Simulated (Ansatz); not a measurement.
Runs of Ansatz 0.2.0 on HPbNO4. The typed cell holds 7 atoms: a = 4.275 Å, b = 5.609 Å, c = 5.670 Å, α = 100.02°, β = 111.92°, γ = 111.82°. The cell was built by a generator and needn't be a form met in nature.

| task | level | potentials or basis | cutoff (eV) | points for each segment of the path | gap on the mesh (eV) | pressure (GPa) | largest force (eV/Å) |
| --- | --- | --- | --- | --- | --- | --- | --- |
| band structure | BLYP | Ansatz PAW | 420 | 10 | 2.79 | 1.9 | (a) |
| band structure | RPBE | Ansatz PAW | 420 | 10 | 2.86 | 2.4 | 0.33 |
| single point | PBE | SPMS NC | 1034 | - | 2.79 | -0.1 | 0.19 |
| band structure | PBE | Ansatz PAW | 420 | 10 | 2.82 | 0.0 | (b) |
| band structure | r2SCAN | Ansatz PAW | 500 | 10 | 3.17 | -3.0 | 0.66 |

Alike in all rows: no spin polarisation; cell as given; k mesh 8 × 6 × 6; smearing fermi-dirac 0.05 eV.

Q: Fill in the values left out.

A: (a) 0.36; (b) 0.01.

Caveats: spin-orbit coupling is left out, which as a rule narrows the gap of such compounds by several tenths of an eV; the PAW data sets come from PBE, with cores solved anew for the run's functional, which leaves a small shift of forces and pressure (some runs).

A k mesh can miss the band edges, and the runs leave out spin-orbit coupling on Pb.
